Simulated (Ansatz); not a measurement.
# FH3NSSi: rigid scan of one bond length, by script

Aim: a rigid scan of one bond length, for FH3NSSi, run from a script. SMILES: N[SiH](F)[S].

All numbers are computed with Ansatz 0.2.0 through its Python package. Level of theory: Hartree-Fock/6-31G*.

**1. Starting point**

Bond lengths: N1–Si2 1.666 Å, Si2–F3 1.592 Å, Si2–S4 2.125 Å, N1–H5 1.078 Å, N1–H6 1.005 Å, Si2–H7 1.495 Å. Angles: N1–Si2–F3 107.5°, N1–Si2–S4 104.2°, N1–Si2–H7 109.3°, F3–Si2–S4 110.0°, F3–Si2–H7 114.2°, S4–Si2–H7 111.1°, Si2–N1–H5 103.4°, Si2–N1–H6 106.7°, H5–N1–H6 98.7°.

Input file fh3nssi.xyz:

```xyz
7

N    -0.91060   -0.63290    0.16140
Si    0.57560    0.11230    0.26680
F     0.43750    1.30780    1.30910
S     0.91160    0.88380   -1.68410
H    -1.59450    0.19010    0.03080
H    -0.97030   -1.02710   -0.76110
H     1.61200   -0.90200    0.63150
```

**2. The code**

File fh3nssi_scan.py:

```python
"""Stretching a bond of FH3NSSi, the rest held rigid."""

import ansatz as az
import numpy as np

fh3nssi = az.Crystal.molecule_from_extxyz("fh3nssi.xyz")

symbols = [site.symbol for site in fh3nssi.cartesian_sites]
start = np.array([site.position_ang for site in fh3nssi.cartesian_sites])
axis = (start[3] - start[1]) / np.linalg.norm(start[3] - start[1])
moving = [3]
lengths, energies = [1.81, 1.95, 2.12, 2.34, 2.66, 3.19, 3.82, 4.67], []
for length in lengths:
    xyz = start.copy()
    xyz[moving] += (length - np.linalg.norm(start[3] - start[1])) * axis
    point = az.Crystal.molecule()
    for symbol, xyz in zip(symbols, xyz):
        point = point.atom(symbol, xyz.tolist())
    model = (
        point.calculation()
        .basis(gaussian="6-31G*")
        .functional("HF")
        .spin("collinear", total=1)
    )
    r = model.run(threads=1).report
    energies.append(r["free_energy_ev"])
    print(f"r = {length:6.3f} A  E = {energies[-1]:.5f} eV  <S^2> = {abs(r['mean_field']['state']['spin_squared']):.3f}")

print("energy above the lowest point (eV):", [round(e - min(energies), 3) for e in energies])
```

**3. The calls as engine input**

The package turns the script's settings into the engine's input (first run):

```yaml
crystal:
  periodic: [false, false, false]
  atoms:
    - { symbol: "N", position_ang: [-0.9106, -0.6329, 0.1614] }
    - { symbol: Si, position_ang: [0.5756, 0.1123, 0.2668] }
    - { symbol: F, position_ang: [0.4375, 1.3078, 1.3091] }
    - { symbol: S, position_ang: [0.8618406751255394, 0.7695460739861716, -1.395184919947663] }
    - { symbol: H, position_ang: [-1.5945, 0.1901, 0.0308] }
    - { symbol: H, position_ang: [-0.9703, -1.0271, -0.7611] }
    - { symbol: H, position_ang: [1.612, -0.902, 0.6315] }
basis:
  gaussian:
    orbitals: "6-31G*"
hamiltonian:
  xc: hf
magnetization:
  spin_polarized: true
  initial_magnetization: 1.0
```

**4. The run**

Launch:

```console
> python fh3nssi_scan.py
```

Q: Predict the main results. Wanted: range of energy; lowest point, distance.

As calculated:

| quantity | value |
| --- | --- |
| runs compared | 8 |
| range of energy | 2.635 eV |
| lowest point, distance (Å) | 2.12 |

In words: The curve has its lowest point inside the range, at 2.12. The ends stand 1.56 and 2.63 eV above it. The distance scanned is the script's pair 1, 3. <S²> moves from 0.76 to 1.75: along the scan the mean field breaks spin symmetry. The rest of the molecule is held rigid at a force-field or estimated start geometry, and the basis set is modest; single-reference methods fail as a bond breaks. The species is open-shell (spin multiplicity 2).
